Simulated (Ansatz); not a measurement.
# CW− (doublet): energies up the ladder

Aim: energies up the ladder, for CW− (doublet), with the cost of each level. Charge -1. Spin multiplicity 2.

Method: the levels named in each step, in Ansatz 0.2.0.

### Step 1. Starting point

Bond lengths: C1–W2 1.895 Å.

Coordinates:

```xyz
2

C     0.0000    0.0000    0.0000
W     0.0000    0.0000    1.8947
```

### Step 2. A rough first relaxation, PBE-D4/def2-SVPD

Contents of input.yaml:

```yaml
crystal:
  periodic: [false, false, false]
  atoms:
    - { symbol: C, position_ang: [0.0, 0.0, 0.0] }
    - { symbol: W, position_ang: [0.0, 0.0, 1.89472] }
magnetization:
  spin_polarized: true
  initial_magnetization: 1
total_charge: -1
basis:
  gaussian: { orbitals: def2-SVPD }
hamiltonian:
  xc: pbe
  dispersion: d4
relax:
  f_tol: 0.03
  max_steps: 200
```

Started as:

```
$ ansatz run input.yaml --threads 2 --pin off --max-ram 5120MiB --backend cpu --events-out ev --progress --plain --runs-dir out
```

The program printed (excerpt; [...] marks lines left out):

```text
Warning: RAYON_NUM_THREADS=2 ignored (pool sized by the plan → 2); use --threads N
[...]
Functional definition: PBE
[...]
485 factors; their error is unknown
[...]
mean field -2856.60425654 eV, -104.9782701519 hartree, gradient 1.8e-5 eV, S^2 1.181206; 15 other end points of the search recorded, 0 dependent functions left out
[...]
reference -2856.60428320 eV, -104.9782711318 hartree; 11, 10 occupied and 44, 45 virtual orbitals, 485 factors
relax step   1: F+E_penalty+E_count = -2856.65327437 eV  Δ(F+E_penalty+E_count) = +0.000e0 eV  max|allowed force component| = 4.539e0 eV/Å  Δτ_max = 0.0000 Å  (723 SCF iters, accepted)
[...]
relax step   2: F+E_penalty+E_count = -2857.03428450 eV  Δ(F+E_penalty+E_count) = -3.810e-1 eV  max|allowed force component| = 3.006e-2 eV/Å  Δτ_max = 0.0738 Å  (48 SCF iters, accepted)
[...]
relax step   3: F+E_penalty+E_count = -2857.03429466 eV  Δ(F+E_penalty+E_count) = -1.016e-5 eV  max|allowed force component| = 4.085e-3 eV/Å  Δτ_max = 0.0004 Å  (38 SCF iters, accepted)
485 factors; their error is unknown
[...]
mean field -2856.98468868 eV, -104.9922507751 hartree, gradient 3.1e-5 eV, S^2 1.050347; 9 other end points of the search recorded, 0 dependent functions left out
[...]
reference -2856.98471459 eV, -104.9922517274 hartree; 11, 10 occupied and 44, 45 virtual orbitals, 485 factors
Total energy: -2857.03432057 eV, -104.9940747136 hartree
Atom 0 at    -0.000000     0.000000     0.074146 Å, force    -0.000000    -0.000000    -0.004084 eV/Å
Atom 1 at     0.000000    -0.000000     1.820574 Å, force     0.000000     0.000000     0.004084 eV/Å
Dipole moment:    -0.000000    -0.000000     0.751029 e Å
```

Run time: 21 s. Hardware: 2 threads of Arm Neoverse V1, shared host; peak memory 0.13 GiB.

Step by step:

```csv
step,E - E(step 1) (eV),largest force component (eV/Å)
1,0.0000,4.5391
2,-0.3810,0.0301
3,-0.3810,0.0041
```

Step 1 is the start.

Before: Bond lengths: C1–W2 1.895 Å.

After: Bond lengths: C1–W2 1.746 Å.

### Step 3. Relaxation, PBE0-D4/def2-TZVPPD

Contents of input.yaml:

```yaml
crystal:
  periodic: [false, false, false]
  atoms:
    - { symbol: C, position_ang: [0.0, 0.0, 0.07414609] }
    - { symbol: W, position_ang: [0.0, 0.0, 1.82057391] }
magnetization:
  spin_polarized: true
  initial_magnetization: 1
total_charge: -1
basis:
  gaussian: { orbitals: def2-TZVPPD.json }
hamiltonian:
  xc: pbe0
  dispersion: d4
relax:
  f_tol: 0.002
  max_steps: 150
```

Started as:

```
$ ansatz run input.yaml --threads 2 --pin off --max-ram 5120MiB --backend cpu --events-out ev --progress --plain --runs-dir out
```

The program printed (excerpt; [...] marks lines left out):

```text
Warning: RAYON_NUM_THREADS=2 ignored (pool sized by the plan → 2); use --threads N
[...]
Functional definition: PBE0
[...]
601 factors; their error is unknown
[...]
mean field -2856.63770549 eV, -104.9794993782 hartree, gradient 1.9e-5 eV, S^2 1.024393; 9 other end points of the search recorded, 0 dependent functions left out
[...]
reference -2856.63772958 eV, -104.9795002634 hartree; 11, 10 occupied and 85, 86 virtual orbitals, 601 factors
relax step   1: F+E_penalty+E_count = -2856.67907983 eV  Δ(F+E_penalty+E_count) = +0.000e0 eV  max|allowed force component| = 1.371e0 eV/Å  Δτ_max = 0.0000 Å  (196 SCF iters, accepted)
[...]
relax step   3: F+E_penalty+E_count = -2856.70105654 eV  Δ(F+E_penalty+E_count) = -6.490e-4 eV  max|allowed force component| = 8.326e-3 eV/Å  Δτ_max = 0.0027 Å  (75 SCF iters, accepted)
[...]
relax step   4: F+E_penalty+E_count = -2856.70105727 eV  Δ(F+E_penalty+E_count) = -7.312e-7 eV  max|allowed force component| = 2.994e-5 eV/Å  Δτ_max = 0.0001 Å  (77 SCF iters, accepted)
601 factors; their error is unknown
[...]
mean field -2856.65956472 eV, -104.9803026899 hartree, gradient 2.5e-5 eV, S^2 0.991246; 8 other end points of the search recorded, 0 dependent functions left out
[...]
reference -2856.65958858 eV, -104.9803035669 hartree; 11, 10 occupied and 85, 86 virtual orbitals, 601 factors
Total energy: -2856.70108114 eV, -104.9818283903 hartree
Atom 0 at    -0.000000     0.000000     0.089767 Å, force    -0.000000    -0.000000     0.000030 eV/Å
Atom 1 at     0.000000    -0.000000     1.804953 Å, force     0.000000     0.000000    -0.000030 eV/Å
Dipole moment:    -0.000000    -0.000000     0.738243 e Å
```

Run time: 28 s. Hardware: 2 threads of Arm Neoverse V1, shared host; peak memory 0.21 GiB.

The steps of the relaxation:

| step | E - E(step 1) (eV) | largest force component (eV/Å) |
| --- | --- | --- |
| 1 | 0.0000 | 1.3710 |
| 2 | -0.0213 | 0.2460 |
| 3 | -0.0220 | 0.0083 |
| 4 | -0.0220 | 0.0000 |

Step 1 is the start.

Before: Bond lengths: C1–W2 1.746 Å.

After: Bond lengths: C1–W2 1.715 Å.

### Step 4. Frequencies, PBE0-D4/def2-TZVPPD

Contents of input.yaml:

```yaml
crystal:
  periodic: [false, false, false]
  atoms:
    - { symbol: C, position_ang: [0.0, 0.0, 0.08976652] }
    - { symbol: W, position_ang: [0.0, 0.0, 1.80495348] }
magnetization:
  spin_polarized: true
  initial_magnetization: 1
total_charge: -1
basis:
  gaussian: { orbitals: def2-TZVPPD.json }
hamiltonian:
  xc: pbe0
  dispersion: d4
phonons: {}
```

Started as:

```
$ ansatz run input.yaml --threads 2 --pin off --max-ram 5120MiB --backend cpu --events-out ev --progress --plain --runs-dir out
```

The program printed (excerpt; [...] marks lines left out):

```text
Warning: RAYON_NUM_THREADS=2 ignored (pool sized by the plan → 2); use --threads N
[...]
[... 1 set-up line as earlier in the session ...]
[...]
601 factors; their error is unknown
[...]
mean field -2856.65956472 eV, -104.9803026899 hartree, gradient 1.7e-5 eV, S^2 0.991246; 8 other end points of the search recorded, 0 dependent functions left out
[...]
reference -2856.65958858 eV, -104.9803035669 hartree; 11, 10 occupied and 85, 86 virtual orbitals, 601 factors
[...]
601 factors; their error is unknown
[...]
mean field -2856.65956472 eV, -104.9803026902 hartree, gradient 1.8e-6 eV, S^2 0.991248; 0 other end points of the search recorded, 0 dependent functions left out
[...]
reference -2856.65958859 eV, -104.9803035672 hartree; 11, 10 occupied and 85, 86 virtual orbitals, 601 factors
[...]
601 factors; their error is unknown
[...]
reference -2856.65958859 eV, -104.9803035672 hartree; 11, 10 occupied and 85, 86 virtual orbitals, 601 factors
[...]
601 factors; their error is unknown
mean field -2856.65942683 eV, -104.9802976226 hartree, gradient 1.5e-6 eV, S^2 0.993792; 0 other end points of the search recorded, 0 dependent functions left out
[...]
reference -2856.65945071 eV, -104.9802985003 hartree; 11, 10 occupied and 85, 86 virtual orbitals, 601 factors
[...]
601 factors; their error is unknown
mean field -2856.65940639 eV, -104.9802968714 hartree, gradient 1.8e-6 eV, S^2 0.988718; 0 other end points of the search recorded, 0 dependent functions left out
[...]
reference -2856.65943023 eV, -104.9802977478 hartree; 11, 10 occupied and 85, 86 virtual orbitals, 601 factors
Total energy: -2856.70108114 eV, -104.9818283903 hartree
Atom 0 at     0.000000     0.000000     0.089767 Å, force    -0.000000    -0.000000     0.000029 eV/Å
Atom 1 at     0.000000     0.000000     1.804953 Å, force     0.000000     0.000000    -0.000029 eV/Å
Dipole moment:    -0.000000    -0.000000     0.738243 e Å
Vibrations: 1069.11 cm⁻¹, zero-point energy 0.066277 eV
```

Run time: 25 s. Hardware: 2 threads of Arm Neoverse V1, shared host; peak memory 0.21 GiB.

Harmonic frequencies (cm⁻¹; negative: imaginary): 1069.

### Step 5. Single point, PBE-D4/def2-TZVPPD

Edit input.yaml of step 4 so:

```diff
@@ -12,4 +12,3 @@
 hamiltonian:
-  xc: pbe0
+  xc: pbe
   dispersion: d4
-phonons: {}
```

Started as:

```
$ ansatz run input.yaml --threads 2 --pin off --max-ram 5120MiB --backend cpu --events-out ev --progress --plain --runs-dir out
```

The program printed (excerpt; [...] marks lines left out):

```text
Warning: RAYON_NUM_THREADS=2 ignored (pool sized by the plan → 2); use --threads N
[...]
[... 1 set-up line as earlier in the session ...]
[...]
520 factors; their error is unknown
[...]
mean field -2858.38762119 eV, -105.0438075941 hartree, gradient 1.1e-5 eV, S^2 1.048362; 13 other end points of the search recorded, 0 dependent functions left out
reference -2858.38765223 eV, -105.0438087345 hartree; 11, 10 occupied and 85, 86 virtual orbitals, 520 factors
Total energy: -2858.43740408 eV, -105.0456370815 hartree
```

Run time: 20 s. Hardware: 2 threads of Arm Neoverse V1, shared host; peak memory 0.19 GiB.

### Step 6. Single point, r2SCAN-D4/def2-TZVPPD

Edit input.yaml of step 5 so:

```diff
@@ -12,3 +12,3 @@
 hamiltonian:
-  xc: pbe
+  xc: r2scan
   dispersion: d4
```

Started as:

```
$ ansatz run input.yaml --threads 2 --pin off --max-ram 5120MiB --backend cpu --events-out ev --progress --plain --runs-dir out
```

The program printed (excerpt; [...] marks lines left out):

```text
Warning: RAYON_NUM_THREADS=2 ignored (pool sized by the plan → 2); use --threads N
[...]
Functional definition: r2SCAN
[...]
520 factors; their error is unknown
[...]
mean field -2858.72059886 eV, -105.0560442976 hartree, gradient 3.4e-5 eV, S^2 1.299828; 12 other end points of the search recorded, 0 dependent functions left out
reference -2858.72062344 eV, -105.0560452011 hartree; 11, 10 occupied and 85, 86 virtual orbitals, 520 factors
Total energy: -2858.72948924 eV, -105.0563710131 hartree
```

Run time: 39 s. Hardware: 2 threads of Arm Neoverse V1, shared host; peak memory 0.24 GiB.

### Step 7. Single point, B3LYP-D4/def2-TZVPPD

Edit input.yaml of step 6 so:

```diff
@@ -12,3 +12,3 @@
 hamiltonian:
-  xc: r2scan
+  xc: { name: B3LYP }
   dispersion: d4
```

Started as:

```
$ ansatz run input.yaml --threads 2 --pin off --max-ram 5120MiB --backend cpu --events-out ev --progress --plain --runs-dir out
```

The program printed:

```text
Warning: RAYON_NUM_THREADS=2 ignored (pool sized by the plan → 2); use --threads N
Engine: ansatz 0.2.0, aarch64-unknown-linux-gnu
Functional definition: B3LYP
  parameter a0 = 0.2
  parameter ax = 0.72
  parameter ac = 0.81
  exchange = (1 - a0 - ax)*slater_x + ax*b88_x + a0*exact_x
  correlation = (1 - ac)*vwn_rpa_c + ac*lyp_c
591 factors; their error is unknown
mean field evaluation 1: about -2850.4557 eV, gradient 4.4e1 eV
mean field evaluation 2: about -2723.7417 eV, gradient 1.4e2 eV
mean field evaluation 4: about -2858.7455 eV, gradient 9.2e0 eV
mean field evaluation 8: about -2859.2077 eV, gradient 8.3e-2 eV
mean field evaluation 16: about -2859.2236 eV, gradient 2.3e-4 eV
mean field evaluation 32: about -2858.0633 eV, gradient 8.1e0 eV
mean field -2859.22357001 eV, -105.0745281465 hartree, gradient 4.3e-6 eV, S^2 0.767199; 5 other end points of the search recorded, 0 dependent functions left out
reference -2859.22373667 eV, -105.0745342713 hartree; 11, 10 occupied and 85, 86 virtual orbitals, 591 factors
Total energy: -2859.30755327 eV, -105.0776144745 hartree
```

Wall time 6.2 s (2 threads of Arm Neoverse V1, shared host); peak memory 0.21 GiB.

### Step 8. Single point, wB97M-V/def2-TZVPPD

Edit input.yaml of step 7 so:

```diff
@@ -12,3 +12,2 @@
 hamiltonian:
-  xc: { name: B3LYP }
-  dispersion: d4
+  xc: { name: wB97M-V }
```

Started as:

```
$ ansatz run input.yaml --threads 2 --pin off --max-ram 5120MiB --backend cpu --events-out ev --progress --plain --runs-dir out
```

The program printed (excerpt; [...] marks lines left out):

```text
Warning: RAYON_NUM_THREADS=2 ignored (pool sized by the plan → 2); use --threads N
[...]
Functional definition: wB97M-V
[...]
  gx(w, u) = 1 - cx + cx01*u + cx10*w
  gss(w, u) = css00 + css04*u^4 + css10*w + css20*w^2 + css43*w^4*u^3
  gos(w, u) = cos00 + cos10*w + (cos20 + cos21*u)*w^2 + (cos60 + cos61*u)*w^6
[...]
      + integral(e_c_pw_mod_opposite_spin*gos(b97_w_opposite, b97_u_opposite)) + vv10(b, c)
523 factors; their error is unknown
128 factors; integrals over basis functions are off by at most 6.5e-5 eV
[...]
mean field -2855.32872212 eV, -104.9313951265 hartree, gradient 1.2e-5 eV, S^2 0.775004; 5 other end points of the search recorded, 0 dependent functions left out
reference -2855.32875953 eV, -104.9313965013 hartree; 11, 10 occupied and 85, 86 virtual orbitals, 523 factors
Total energy: -2855.32875953 eV, -104.9313965013 hartree
```

It took 25 s on 2 threads of Arm Neoverse V1, shared host; peak memory 0.34 GiB.

### Step 9. Single point, B2PLYP/def2-TZVPPD

Edit input.yaml of step 8 so:

```diff
@@ -12,2 +12,2 @@
 hamiltonian:
-  xc: { name: wB97M-V }
+  xc: { name: B2PLYP }
```

Started as:

```
$ ansatz run input.yaml --threads 2 --pin off --max-ram 5120MiB --backend cpu --events-out ev --progress --plain --runs-dir out
```

The program printed (excerpt; [...] marks lines left out):

```text
Warning: RAYON_NUM_THREADS=2 ignored (pool sized by the plan → 2); use --threads N
[...]
Functional definition: B2PLYP
[...]
612 factors; integrals over basis functions are off by at most 1.1e-3 eV
[...]
mean field -2848.79372072 eV, -104.6912382548 hartree, gradient 8.3e-6 eV, S^2 0.822965; 8 other end points of the search recorded, 0 dependent functions left out
1 core orbitals not correlated: weight in the atoms' cores, before any rotation towards them, 1.000 or more for the frozen orbitals, at most 0.000 for the correlated occupied ones
reference -2848.79382620 eV, -104.6912421310 hartree; 10, 9 occupied and 85, 86 virtual orbitals, 612 factors
second order -21.82631550 eV of doubles, -0.00000000 eV of singles
Total energy: -2854.68693138 eV, -104.9078097521 hartree
```

Run time: 15 s. Hardware: 2 threads of Arm Neoverse V1, shared host; peak memory 0.23 GiB.

### Step 10. Single point, LDA/def2-TZVPPD

Edit input.yaml of step 9 so:

```diff
@@ -12,2 +12,2 @@
 hamiltonian:
-  xc: { name: B2PLYP }
+  xc: lda
```

Started as:

```
$ ansatz run input.yaml --threads 2 --pin off --max-ram 5120MiB --backend cpu --events-out ev --progress --plain --runs-dir out
```

The program printed (excerpt; [...] marks lines left out):

```text
Warning: RAYON_NUM_THREADS=2 ignored (pool sized by the plan → 2); use --threads N
[...]
Functional definition: SPW92
[...]
520 factors; their error is unknown
[...]
mean field -2845.79213209 eV, -104.5809319071 hartree, gradient 6.8e-6 eV, S^2 0.760227; 5 other end points of the search recorded, 0 dependent functions left out
reference -2845.79216191 eV, -104.5809330031 hartree; 11, 10 occupied and 85, 86 virtual orbitals, 520 factors
Total energy: -2845.79216191 eV, -104.5809330031 hartree
```

Wall time 6 s (2 threads of Arm Neoverse V1, shared host); peak memory 0.18 GiB.

### Step 11. Single point, PBE0-D4/def2-SVPD

Edit input.yaml of step 10 so:

```diff
@@ -10,4 +10,5 @@
 basis:
-  gaussian: { orbitals: def2-TZVPPD.json }
+  gaussian: { orbitals: def2-SVPD }
 hamiltonian:
-  xc: lda
+  xc: pbe0
+  dispersion: d4
```

Started as:

```
$ ansatz run input.yaml --threads 2 --pin off --max-ram 5120MiB --backend cpu --events-out ev --progress --plain --runs-dir out
```

The program printed:

```text
Warning: RAYON_NUM_THREADS=2 ignored (pool sized by the plan → 2); use --threads N
[... 2 set-up lines as earlier in the session ...]
  parameter a = 0.25
  parameter kappa = 0.804
  parameter beta = 0.06672455060314922
  exchange = (1 - a)*pbe_x(kappa = kappa, mu = beta*pi^2/3) + a*exact_x
  correlation = pbe_c(beta = beta)
525 factors; their error is unknown
mean field evaluation 1: about -2849.4492 eV, gradient 3.5e1 eV
mean field evaluation 2: about -2755.2587 eV, gradient 1.2e2 eV
mean field evaluation 4: about -2854.9327 eV, gradient 6.2e0 eV
mean field evaluation 8: about -2855.1526 eV, gradient 9.9e-2 eV
mean field evaluation 16: about -2855.2017 eV, gradient 4.0e-4 eV
mean field evaluation 32: about -2849.4492 eV, gradient 3.5e1 eV
mean field -2855.21329390 eV, -104.9271532178 hartree, gradient 1.4e-5 eV, S^2 0.972341; 8 other end points of the search recorded, 0 dependent functions left out
reference -2855.21331334 eV, -104.9271539323 hartree; 11, 10 occupied and 44, 45 virtual orbitals, 525 factors
Total energy: -2855.25480590 eV, -104.9286787557 hartree
```

Run time: 4.2 s. Hardware: 2 threads of Arm Neoverse V1, shared host; peak memory 0.13 GiB.

### Step 12. Single point, PBE-D4/def2-SVPD

Edit input.yaml of step 11 so:

```diff
@@ -12,3 +12,3 @@
 hamiltonian:
-  xc: pbe0
+  xc: pbe
   dispersion: d4
```

Started as:

```
$ ansatz run input.yaml --threads 2 --pin off --max-ram 5120MiB --backend cpu --events-out ev --progress --plain --runs-dir out
```

The program printed (excerpt; [...] marks lines left out):

```text
Warning: RAYON_NUM_THREADS=2 ignored (pool sized by the plan → 2); use --threads N
[...]
[... 1 set-up line as earlier in the session ...]
[...]
485 factors; their error is unknown
[...]
mean field -2856.96175272 eV, -104.9914078943 hartree, gradient 4.1e-6 eV, S^2 1.027833; 11 other end points of the search recorded, 0 dependent functions left out
reference -2856.96177861 eV, -104.9914088457 hartree; 11, 10 occupied and 44, 45 virtual orbitals, 485 factors
Total energy: -2857.01153047 eV, -104.9932371927 hartree
```

Run time: 11 s. Hardware: 2 threads of Arm Neoverse V1, shared host; peak memory 0.12 GiB.

### Step 13. Geometries side by side

```
              level  C1–W2 (Å)  rotational constants (MHz)  highest frequency (cm⁻¹)  CPU time
PBE0-D4/def2-TZVPPD     1.7152                       15250                      1069      54 s
```

Constants are for the commonest isotopes at the equilibrium geometry; times are CPU times of the relaxations.

### Step 14. Total energies

```
                level  energy (eV)  CPU time
   PBE-D4/def2-TZVPPD   -2858.4374      35 s
r2SCAN-D4/def2-TZVPPD   -2858.7295      71 s
 B3LYP-D4/def2-TZVPPD   -2859.3076      11 s
  wB97M-V/def2-TZVPPD   -2855.3288      48 s
   B2PLYP/def2-TZVPPD   -2854.6869      29 s
      LDA/def2-TZVPPD   -2845.7922      12 s
    PBE0-D4/def2-SVPD   -2855.2548     8.2 s
     PBE-D4/def2-SVPD   -2857.0115      20 s
```

### Step 15. Outcome

```
                          quantity         value
      C1–W2 at PBE0-D4/def2-TZVPPD       1.715 Å
frequencies at PBE0-D4/def2-TZVPPD     1069 cm⁻¹
        energy at PBE-D4/def2-SVPD  -2857.012 eV
```

No mode is imaginary, so the geometry is a minimum. These totals serve in differences with atoms or fragments at the same level; alone they don't rank the methods. <S²> exceeds the pure value by up to 0.55: some mean fields break spin symmetry, which blurs their results. Heavy atoms carry effective core potentials in def2 sets, and spin-orbit coupling is left out.
